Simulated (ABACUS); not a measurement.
**NiMoIrPdW in ABACUS: the effect of fixed moment**

Crystal: NiMoIrPdW.

```
Ir W Pd Mo Ni
1.0
     4.14670    0.00000    0.00000
    -2.07335    3.59115    0.00000
     0.00000    0.00000    5.41629
Ir W Pd Mo Ni
1 1 1 1 1
Direct
  0.33333 0.66667 0.25641
  0.66667 0.33333 0.99985
  0.33333 0.66667 0.74601
  0.66667 0.33333 0.45996
  0.00000 0.00000 0.02221
```

The cell was built by a generator and needn't be a form met in nature.

Alike in all runs:

```yaml
Program: ABACUS 3.10.1
Task: single point
Functional: PBE
Potentials_or_basis: PseudoDojo NC SR 0.4.1 PBE standard
Cutoff: 1361 eV
Density_cutoff: 5442 eV
Basis: DZP LCAO (the cutoffs set its grid)
k_mesh: 5 × 5 × 4
Occupations: fermi-dirac, width 0.05 eV
Spin: collinear spin, ferromagnetic start
Starting_moments: "[0.6, 0.0, 0.0, 1.0, 1.0] μB"
```

```csv
fixed moment,energy over the lowest run (meV/atom),pressure (GPa),largest force (eV/Å)
0.5,0.0,0.9,0.20
1,?,?,?
1.5,57.5,1.7,0.78
2,94.5,2.3,1.08
2.5,136.5,3.1,1.41
3,184.9,4.0,1.74
```

Problem. What does the run with fixed moment 1 give?

Solution. Energy over the lowest run 25.9 meV/atom; pressure 1.2 GPa; largest force 0.51 eV/Å.

Worked out: A parabola through the other rows of the energy over the lowest run, of slope 57.4 meV/atom per unit of fixed moment there, gives 26.0 meV/atom, against the run's 25.9. A parabola through the other rows of the pressure, of slope 0.794 GPa per unit of fixed moment there, gives 1.2 GPa, against the run's 1.2. A parabola through the other rows of the largest force, of slope 0.577 eV/Å per unit of fixed moment there, gives 0.48 eV/Å, against the run's 0.51.

Caveats: the atomic orbitals were generated for these runs and aren't a published set; this set's palladium file may shift the pressure by some GPa; the basis of atomic orbitals isn't converged, which shifts pressures, moduli and gaps; the total moment is fixed, so each spin has its own Fermi level; the moment is held away from its start (some runs); forces of over 1 eV/Å show positions far from the minimum, so gaps and moduli don't describe the material at rest (some runs).
